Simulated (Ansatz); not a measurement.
**Sn (Sn (100), 6 layers): how the settings move a single-point run**

How sensitive is a single-point run of Sn (Sn (100), 6 layers) to its settings? A reference run comes first, then one run with altered input.

Computed with Ansatz 0.2.0 (reference: DFT, PBE, PAW with Ansatz's default frozen-core files, scalar-relativistic, unless a step's input says otherwise).

**1. The starting structure**

The structure is orthorhombic, space group Pmma (No. 51). The conventional cell has a = 4.706 Å, b = 4.706 Å, c = 24.320 Å, α = 90.00°, β = 90.00°, γ = 90.00°. Sn (site symmetry mm2) is surrounded by 2 Sn at 2.88 Å. Sn (site symmetry mm2) has 4 Sn at 2.88 Å as nearest neighbours.

As a file:

```
CELL_PARAMETERS angstrom
4.70646 0.00000 0.00000
0.00000 4.70646 0.00000
0.00000 0.00000 24.31990
ATOMIC_POSITIONS crystal
Sn 0.75000 0.00000 0.32895
Sn 0.25000 0.00000 0.39737
Sn 0.25000 0.50000 0.46579
Sn 0.75000 0.50000 0.53421
Sn 0.75000 0.00000 0.60263
Sn 0.25000 0.00000 0.67105
```

**2. Reference**

Contents of input.yaml:

```yaml
crystal:
  lattice:
    - [4.7064645918, 0.0, 0.0]
    - [0.0, 4.7064645918, 0.0]
    - [0.0, 0.0, 24.3199]
  atoms:
    - { symbol: Sn, position: [0.75, 0.0, 0.3289480514] }
    - { symbol: Sn, position: [0.25, 0.0, 0.3973688308] }
    - { symbol: Sn, position: [0.25, 0.5, 0.4657896103] }
    - { symbol: Sn, position: [0.75, 0.5, 0.5342103897] }
    - { symbol: Sn, position: [0.75, 0.0, 0.6026311692] }
    - { symbol: Sn, position: [0.25, 0.0, 0.6710519486] }
kpoints:
  mp_grid: { grid: [7, 7, 1] }
scf:
  occupations: { method: fermi_dirac, width: 0.02 }
hamiltonian:
  xc: pbe
  pseudopotentials: { kind: paw }
output:
  forces: true
  stress: true
  eigenvalues: true
  populations: true
efield:
  axis: 3
  amplitude: 0
  dipole_correction: true
```

Command:

```console
$ ansatz run input.yaml --threads 2 --pin off --max-ram 4096MiB --backend cpu --events-out ev --progress --plain --runs-dir out
```

**3. A further run, with the input changed**

input.yaml: that of step 2 with these lines changed.

```diff
@@ -15,3 +15,4 @@
 scf:
-  occupations: { method: fermi_dirac, width: 0.02 }
+  occupations: { method: cold, width: 0.01 }
+  convergence: { dr2_threshold: 0.0001 }
 hamiltonian:
```

(Steps that only read results are left out.)

Q: Predict the outcome of this session. Wanted: for each run, ending; energy change; gap; force.

As calculated:

| run | ending | energy change | gap (eV) | force (eV/Å) | cycles | time |
| --- | --- | --- | --- | --- | --- | --- |
| reference | converged | 0 | 0.00 | 0.13 | 9 | 32 s |
| 1: occupations.method cold, occupations.width 0.01, dr2_threshold 0.0001 | converged | +0.4 meV/atom (σ→0) | 0.00 | 0.12 | 7 | 30 s |

Residual by cycle in the longest SCF loop of each run; runs are numbered as in the table. The quantity is the density residual dr2, in eV.

| cycle | reference | run 1 |
| --- | --- | --- |
| 1 | 0.0383 | 0.0301 |
| 2 | 0.00795 | 0.0082 |
| 3 | 0.00499 | 0.00657 |
| 4 | 0.00108 | 0.00314 |
| 5 | 2.1e-4 | 0.00106 |
| 6 | 4.7e-5 | 5.3e-4 |
| 7 | 5.9e-6 | 8.6e-5 |
| 8 | 8.1e-7 | - |
| 9 | 7.0e-8 | - |

What this shows: Changing the smearing and convergence setting leaves the energy as it was (+0.4 meV/atom). Cost: 7 SCF cycles against 9.
